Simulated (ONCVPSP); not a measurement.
# Pseudopotential generation for Sn: ONCV, PBE

Aim: build the potential from the settings below, then test how well it stands in for the atom: other configurations, scattering, ghost states and the plane-wave cutoff that it needs.

The numbers are computed with ONCVPSP 4.0.1.1 (patched build) (PBE, scalar-relativistic, spin-unpolarised reference atom).

### Step 1. The design

Typed settings, in words:

- element: tin (Sn, Z = 50)
- type: optimised norm-conserving Vanderbilt (ONCV)
- frozen core: [Kr]
- valence charge: 14
- reference configuration: 4d10 5s2 5p2
- partial waves: 5s: rc 1.75 bohr, ncon 4, nbas 7, qcut 4.4 1/bohr, 2 projectors, debl 1.3 Ha; 5p: rc 2.15 bohr, ncon 5, nbas 9, qcut 3.5 1/bohr, 1 projector; 4d: rc 0.95 bohr, ncon 4, nbas 8, qcut 9.4 1/bohr, 2 projectors, debl 1.6 Ha
- local potential: polynomial inside 0.75 bohr (lpopt 5, dvloc0 1 Ha)
- core correction: Teter function fitted to the true core (icmod 2), fcfact 0.7

The nodes and maxima of the atom's own shells, from an earlier all-electron run, set the scale for the radii.

All-electron outer shells of the reference configuration (PBE, scalar-relativistic, ld1.x):

| shell | level (eV) | outermost node (bohr) | outermost maximum (bohr) |
| --- | --- | --- | --- |
| 4s | -133.93 | 0.40 | 0.74 |
| 4p | -89.70 | 0.41 | 0.79 |
| 4d | -25.84 | 0.39 | 0.88 |
| 5s | -10.55 | 0.98 | 2.01 |
| 5p | -3.69 | 1.09 | 2.55 |

### Step 2. Generating the potential

The input, Sn.dat:

```
# ATOM AND REFERENCE CONFIGURATION
# atsym  z   nc   nv     iexc    psfile
  Sn 50.00    8    3        4      upf
#
#   n    l    f
    1    0    2.00
    2    0    2.00
    2    1    6.00
    3    0    2.00
    3    1    6.00
    3    2   10.00
    4    0    2.00
    4    1    6.00
    4    2   10.00
    5    0    2.00
    5    1    2.00
#
# PSEUDOPOTENTIAL AND OPTIMIZATION
# lmax
    2
#
#   l,   rc,      ep,       ncon, nbas, qcut
    0    1.75    0.00    4    7    4.40
    1    2.15    0.00    5    9    3.50
    2    0.95    0.00    4    8    9.40
#
# LOCAL POTENTIAL
# lloc, lpopt,  rc(5),   dvloc0
    4    5    0.75    1.00
#
# VANDERBILT-KLEINMAN-BYLANDER PROJECTORs
# l, nproj, debl
    0    2    1.30
    1    1    3.60
    2    2    1.60
#
# MODEL CORE CHARGE
# icmod, fcfact, rcfact
    2    0.70    0.85
#
# LOG DERIVATIVE ANALYSIS
# epsh1, epsh2, depsh
   -2.00    5.00    0.02
#
# OUTPUT GRID
# rlmax, drl
    6.00    0.01
#
# TEST CONFIGURATIONS
# ncnf
    4
# nvcnf
#   n    l    f
    3
    4    2   10.00
    5    0    2.00
    5    1    1.00
#
    3
    4    2   10.00
    5    0    2.00
    5    1    0.00
#
    3
    4    2   10.00
    5    0    1.00
    5    1    0.00
#
    3
    4    2   10.00
    5    0    0.00
    5    1    0.00
#
```

Run with:

```bash
$ oncvpsp.x < Sn.dat > Sn.out
```

Before running it: what results should come out? Wanted: cutoffs for 1 and 0.1 mHa per electron, occupied waves; bound ghosts; GHOST(+) flags; largest test error; largest phase difference near zero energy, channels read; rms error of d²Exc/dn², without and with the model core.

As calculated:

| quantity | value |
| --- | --- |
| cutoffs for 1 and 0.1 mHa per electron, occupied waves | 46 Ha and 169 Ha |
| bound ghosts | s at -119.64 eV, p at -250.40 eV |
| GHOST(+) flags | s at 73 eV |
| largest test error (AE − PS) | -3.3 meV, for 4d10 5s2 5p0 (2 tests unsolved) |
| largest phase difference near zero energy, channels read | 0.016 rad |
| rms error of d²Exc/dn², without and with the model core | 4.39 and 0.41 mHa |

In words: It has a bound ghost (s, p), a state that the atom doesn't have, and that rules the file out. The worst unpolarised test, 4d10 5s2 5p0, is off by 3.3 meV on 20.8 eV; by total energies transferability rates as very good where solved. Atomic tests can pass in spite of a ghost, since they solve only for the levels asked. Of the tests 2 gave no usable energy difference, which is a warning in itself. The potential is hard: the looser tolerance needs 46 Ha. The tighter tolerance needs 169 Ha, and converged work needs a cutoff nearer that. At the looser tolerance the 4d wave is the slowest; 5s needs 7 Ha. Near zero energy the phases of the channels with partial waves agree within 0.016 rad. The pseudo curves have a pole with no partner nearby in the atom's: p at 1.35 Ha. At positive energy that is a spurious or a displaced resonance. The program also flags highly localised states, GHOST(+) (s). All of this concerns the isolated atom, not yet a solid.
